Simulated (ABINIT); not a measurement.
# HfB (Fm-3m) in ABINIT: a series of runs

One crystal, HfB, is run at these levels: LDA, PBEsol; tasks: relaxation of cell and atoms, single point.

Everything below comes from runs of ABINIT 10.8.3 (patched build). Logs are shortened: lines on timing, memory, paths and dates and some standing lists are left out, and cuts for length are marked. The log counts tension as positive stress, the text compression.

**1. The crystal as given**

Symmetry: Fm-3m, No. 225, cubic system. The conventional cell has a = 4.620 Å, b = 4.620 Å, c = 4.620 Å, α = 90.00°, β = 90.00°, γ = 90.00°. Around Hf (site symmetry m-3m) lie 6 B at 2.31 Å. Around B (site symmetry m-3m) lie 6 Hf at 2.31 Å.

**2. Relaxation of cell and atoms, LDA, spin-orbit coupling, no magnetisation**

The input, run.abi:

```
# Pseudopotentials
pp_dirpath "./"
pseudos "Hf_sc.hgh, B.hgh"

# Structure
acell 3.2668333291 3.2668333291 3.2668333291 Angstrom
rprim
     0.0000000000     0.7071067812     0.7071067812
     0.7071067812     0.0000000000     0.7071067812
     0.7071067812     0.7071067812     0.0000000000
ntypat 2
znucl 72 5
natom 2
typat 1 2
chkprim 0
chksymtnons 0
tolsym 1.0e-6
xred
            1/2            1/2            1/2
            0.0            0.0            0.0

# Plane-wave basis
ecut 45.0
ecutsm 0.5

# k points
kptopt 1
ngkpt 8 8 8
nshiftk 1
shiftk 0.0 0.0 0.0

# Exchange and correlation
ixc 7

# Bands and occupations
nband 24
occopt 3
tsmear 0.05 eV

# Spin
nspinor 2
nspden 1
so_psp 2*1

# SCF cycle
nstep 80
tolvrs 1.0e-12

# Output
iomode 3
prteig 0
prtebands 0
prtwf 0
prtden 0

# Relaxation
ionmov 2
optcell 2
ntime 50
tolmxf 2.0e-5
dilatmx 1.08
```

Potentials or basis: HGH LDA semicore.

Started as:

```
abinit run.abi > log 2>&1
```

run.abo:

```text
.Version 10.8.3 of ABINIT
 Symmetries : space group Fm -3 m (#225); Bravais cF (face-center cubic)
================================================================================
 Values of the parameters that define the memory need of the present run
     intxc =       0    ionmov =       2      iscf =       7    lmnmax =      12
     lnmax =      12     mgfft =      45  mpssoang =       5    mqgrid =    3001
     natom =       2  nloc_mem =       1    nspden =       1   nspinor =       2
    nsppol =       1      nsym =      48    n1xccc =       0    ntypat =       2
    occopt =       3   xclevel =       1
       mpw =        3042          nfft =       91125          nkpt =          29
================================================================================
================================================================================

--------------------------------------------------------------------------------
------------- Echo of variables that govern the present computation ------------
--------------------------------------------------------------------------------
 -outvars: echo values of preprocessed input variables --------
            acell      6.1734202910E+00  6.1734202910E+00  6.1734202910E+00 Bohr
              amu      1.78490000E+02  1.08110000E+01
          chkprim           0
      chksymtnons           0
          dilatmx      1.08000000E+00
             ecut      4.50000000E+01 Hartree
           ecutsm      5.00000000E-01 Hartree
           ionmov           2
              ixc           7
         kptrlatt        8    0    0      0    8    0      0    0    8
          kptrlen      4.93873623E+01
            natom           2
            nband          24
            ngfft          45      45      45
             nkpt          29
          nspinor           2
            nstep          80
             nsym          48
            ntime          50
           ntypat           2
           occopt           3
          optcell           2
           prtden           0
        prtebands           0
           prteig           0
            prtwf           0
            rprim      0.0000000000E+00  7.0710678120E-01  7.0710678120E-01
                       7.0710678120E-01  0.0000000000E+00  7.0710678120E-01
                       7.0710678120E-01  7.0710678120E-01  0.0000000000E+00
          spgroup         225
           tolmxf      2.00000000E-05
           tolsym      1.00000000E-06
           tolvrs      1.00000000E-12
           tsmear      1.83746611E-03 Hartree
            typat      1  2
           xangst      2.3100000001E+00  2.3100000001E+00  2.3100000001E+00
                       0.0000000000E+00  0.0000000000E+00  0.0000000000E+00
            xcart      4.3652673510E+00  4.3652673510E+00  4.3652673510E+00
                       0.0000000000E+00  0.0000000000E+00  0.0000000000E+00
             xred      5.0000000000E-01  5.0000000000E-01  5.0000000000E-01
                       0.0000000000E+00  0.0000000000E+00  0.0000000000E+00
            znucl       72.00000    5.00000

================================================================================

 chkinp: Checking input parameters for consistency.

================================================================================
== DATASET  1 ==================================================================

--- !DatasetInfo
iteration_state: {dtset: 1, }
dimensions: {natom: 2, nkpt: 29, mband: 24, nsppol: 1, nspinor: 2, nspden: 1, mpw: 3042, }
cutoff_energies: {ecut:  45.0, pawecutdg:  -1.0, }
electrons: {nelect:   1.50000000E+01, charge:   0.00000000E+00, occopt:   3.00000000E+00, tsmear:   1.83746611E-03, }
meta: {optdriver: 0, ionmov: 2, optcell: 2, iscf: 7, paral_kgb: 0, }
...

 Exchange-correlation functional for the present dataset will be:
  LDA: Perdew-Wang 92 LSD fit to Ceperley-Alder data - ixc=7
  J.P.Perdew and Y.Wang, PRB 45, 13244 (1992)

 Real(R)+Recip(G) space primitive vectors, cartesian coordinates (Bohr,Bohr^-1):
 R(1)=  0.0000000  4.3652674  4.3652674  G(1)= -0.1145405  0.1145405  0.1145405
 R(2)=  4.3652674  0.0000000  4.3652674  G(2)=  0.1145405 -0.1145405  0.1145405
 R(3)=  4.3652674  4.3652674  0.0000000  G(3)=  0.1145405  0.1145405 -0.1145405
 Unit cell volume ucvol=  1.6636522E+02 bohr^3
 Angles (23,13,12)=  6.00000000E+01  6.00000000E+01  6.00000000E+01 degrees

 getcut: wavevector=  0.0000  0.0000  0.0000  ngfft=  45  45  45
         ecut(hartree)=     52.488   => boxcut(ratio)=   2.18540

--- Pseudopotential description ------------------------------------------------
- pspini: atom type   1  psp file is ./Hf_sc.hgh
  72.00000  12.00000     10605                znucl, zion, pspdat
    3    1    2    0      2001   0.00000      pspcod,pspxc,lmax,lloc,mmax,r2well

 pspatm : COMMENT -
  the projectors are not normalized,
  so that the KB energies are not consistent with
  definition in PRB44, 8503 (1991).
  However, this does not influence the results obtained hereafter.

- pspini: atom type   2  psp file is ./B.hgh
   5.00000   3.00000     10605                znucl, zion, pspdat
    3    1    1    0      2001   0.00000      pspcod,pspxc,lmax,lloc,mmax,r2well

 pspatm : COMMENT -
  the projectors are not normalized,
  so that the KB energies are not consistent with
  definition in PRB44, 8503 (1991).
  However, this does not influence the results obtained hereafter.

   6.25701529E+02                                ecore*ucvol(ha*bohr**3)
--------------------------------------------------------------------------------

================================================================================

=== [ionmov= 2] Broyden-Fletcher-Goldfarb-Shanno method (forces)
================================================================================

--- Iteration: ( 1/50) Internal Cycle: (1/1)
--------------------------------------------------------------------------------

---SELF-CONSISTENT-FIELD CONVERGENCE--------------------------------------------

--- !BeginCycle
iteration_state: {dtset: 1, itime: 1, icycle: 1, }
solver: {iscf: 7, nstep: 80, nline: 4, wfoptalg: 0, }
tolerances: {tolvrs: 1.00E-12, }
...
[... 453 lines left out ...]
  0.00000000000000E+00  4.48659082838604E+00  4.48659082838604E+00
  4.48659082838604E+00  0.00000000000000E+00  4.48659082838604E+00
  4.48659082838604E+00  4.48659082838604E+00  0.00000000000000E+00
 Unitary Cell Volume (ucvol) [Bohr^3]=  1.80625635585659E+02
 Angles (23,13,12)= [degrees]
  6.00000000000000E+01  6.00000000000000E+01  6.00000000000000E+01
 Lengths [Bohr]
  6.34499759832227E+00  6.34499759832227E+00  6.34499759832227E+00
 Stress tensor in cartesian coordinates (strten) [Ha/bohr^3]
 -2.66452610669932E-09  0.00000000000000E+00  0.00000000000000E+00
  0.00000000000000E+00 -2.66452610669932E-09  0.00000000000000E+00
  0.00000000000000E+00  0.00000000000000E+00 -2.66452612057710E-09
 Total energy (etotal) [Ha]= -5.31115040305709E+01

 Difference of energy with previous step (new-old):
           Absolute (Ha)=-2.19197E-09
           Relative     =-4.12710E-11

 At Broyd/MD step   5, gradients are converged :
  max grad (force/stress) = 2.6645E-07 < tolmxf= 2.0000E-05 ha/bohr (free atoms)

================================================================================

 ----iterations are completed or convergence reached----

 Mean square residual over all n,k,spin=   31.975E-11; max=  20.463E-08
 reduced coordinates (array xred) for    2 atoms
       0.500000000000      0.500000000000      0.500000000000
       0.000000000000      0.000000000000      0.000000000000
 rms dE/dt=  0.0000E+00; max dE/dt=  0.0000E+00; dE/dt below (all hartree)
    1       0.000000000000      0.000000000000      0.000000000000
    2       0.000000000000      0.000000000000      0.000000000000

 cartesian coordinates (angstrom) at end:
    1      2.37420161941762     2.37420161941762     2.37420161941762
    2      0.00000000000000     0.00000000000000     0.00000000000000

 cartesian forces (hartree/bohr) at end:
    1     -0.00000000000000    -0.00000000000000    -0.00000000000000
    2     -0.00000000000000    -0.00000000000000    -0.00000000000000
 frms,max,avg= 0.0000000E+00 0.0000000E+00   0.000E+00  0.000E+00  0.000E+00 h/b

 cartesian forces (eV/Angstrom) at end:
    1     -0.00000000000000    -0.00000000000000    -0.00000000000000
    2     -0.00000000000000    -0.00000000000000    -0.00000000000000
 frms,max,avg= 0.0000000E+00 0.0000000E+00   0.000E+00  0.000E+00  0.000E+00 e/A
 length scales=  6.344997598322  6.344997598322  6.344997598322 bohr
              =  3.357628129989  3.357628129989  3.357628129989 angstroms
 Fermi (or HOMO) energy (hartree) =   0.25138   Average Vxc (hartree)=  -0.44114
 Eigenvalues (hartree) for nkpt=  29  k points:
 kpt#   1, nband= 24, wtk=  0.00195, kpt=  0.0000  0.0000  0.0000 (reduced coord)
  -1.95173   -1.95173   -1.00840   -1.00840   -0.72009   -0.72009   -0.72009   -0.72009
  -0.08904   -0.08904    0.32108    0.32108    0.32108    0.32108    0.33153    0.33153
   0.37945    0.37945    0.38799    0.38799    0.38799    0.38799    0.39287    0.39287
      occupation numbers for kpt#   1
   1.00000    1.00000    1.00000    1.00000    1.00000    1.00000    1.00000    1.00000
   1.00000    1.00000    0.00000    0.00000    0.00000    0.00000    0.00000    0.00000
   0.00000    0.00000    0.00000    0.00000    0.00000    0.00000    0.00000    0.00000
 prteigrs : prtvol=0 or 1, do not print more k-points.

--- !EnergyTerms
iteration_state     : {dtset: 1, itime: 5, icycle: 1, }
comment             : Components of total free energy in Hartree
kinetic             :  1.76326016005047E+01
hartree             :  7.51404776107630E+00
xc                  : -7.13865014748120E+00
Ewald energy        : -4.34597612575803E+01
psp_core            :  3.46407932156800E+00
local_psp           : -2.25334407406779E+01
non_local_psp       : -8.58996105885609E+00
internal            : -5.31110845214465E+01
'-kT*entropy'       : -4.19509124450063E-04
total_energy        : -5.31115040305709E+01
total_energy_eV     : -1.44523765028084E+03
band_energy         : -7.81068390691623E+00
...

 Cartesian components of stress tensor (hartree/bohr^3)
  sigma(1 1)= -2.66452611E-09  sigma(3 2)=  0.00000000E+00
  sigma(2 2)= -2.66452611E-09  sigma(3 1)=  0.00000000E+00
  sigma(3 3)= -2.66452612E-09  sigma(2 1)=  0.00000000E+00

-Cartesian components of stress tensor (GPa)         [Pressure=  7.8393E-05 GPa]
- sigma(1 1)= -7.83930646E-05  sigma(3 2)=  0.00000000E+00
- sigma(2 2)= -7.83930646E-05  sigma(3 1)=  0.00000000E+00
- sigma(3 3)= -7.83930650E-05  sigma(2 1)=  0.00000000E+00

== END DATASET(S) ==============================================================
================================================================================

 -outvars: echo values of variables after computation  --------
            acell      6.3449975983E+00  6.3449975983E+00  6.3449975983E+00 Bohr
           etotal     -5.3111504031E+01
            fcart     -0.0000000000E+00 -0.0000000000E+00 -0.0000000000E+00
                      -0.0000000000E+00 -0.0000000000E+00 -0.0000000000E+00
            rprim      0.0000000000E+00  7.0710678119E-01  7.0710678119E-01
                       7.0710678119E-01  0.0000000000E+00  7.0710678119E-01
                       7.0710678119E-01  7.0710678119E-01  0.0000000000E+00
           strten     -2.6645261067E-09 -2.6645261067E-09 -2.6645261206E-09
                       0.0000000000E+00  0.0000000000E+00  0.0000000000E+00
           xangst      2.3742016194E+00  2.3742016194E+00  2.3742016194E+00
                       0.0000000000E+00  0.0000000000E+00  0.0000000000E+00
             xred      5.0000000000E-01  5.0000000000E-01  5.0000000000E-01
                       0.0000000000E+00  0.0000000000E+00  0.0000000000E+00
 Calculation completed.
```

Run time: 7.6 min. Hardware: 1 thread of Intel Xeon 6975P-C (Granite Rapids), shared host; peak memory 0.14 GiB.

Results:

| Property | Result |
| --- | --- |
| Free energy | -1445.2377 eV |
| Relaxed volume | 13.38 Å³/atom |
| Relaxed cell | a = 3.358 Å, b = 3.358 Å, c = 3.358 Å, α = 60.00°, β = 60.00°, γ = 60.00° |
| Space group after relaxing (to 0.05 Å) | Fm-3m (No. 225) |
| Energy gained by relaxing | 56.0 meV/atom |
| Ionic steps | 5 |
| Pressure after relaxing | 0.0 GPa |
| Band gap on the k mesh | none (metal or under the smearing width) |

The path:
```
step  energy change (eV)  largest force (eV/Å)  pressure (GPa)  volume (Å³)
   1              0.0000                0.0000           18.16        24.65
   2             -0.1002                0.0000            5.41        26.05
   3             -0.1120                0.0000            0.42        26.71
   4             -0.1121                0.0000            0.01        26.76
   5             -0.1121                0.0000            0.00        26.77
```

Final structure:
```xyz
2
Lattice="0.0000 2.3742 2.3742 2.3742 0.0000 2.3742 2.3742 2.3742 0.0000" Properties=species:S:1:pos:R:3 pbc="T T T"
Hf    2.3742    2.3742    2.3742
B     0.0000    0.0000    0.0000
```

Caveat: HGH potentials are hard and often keep d shells in the core, so these values are rough.

(Continued in part 2 of 2.)
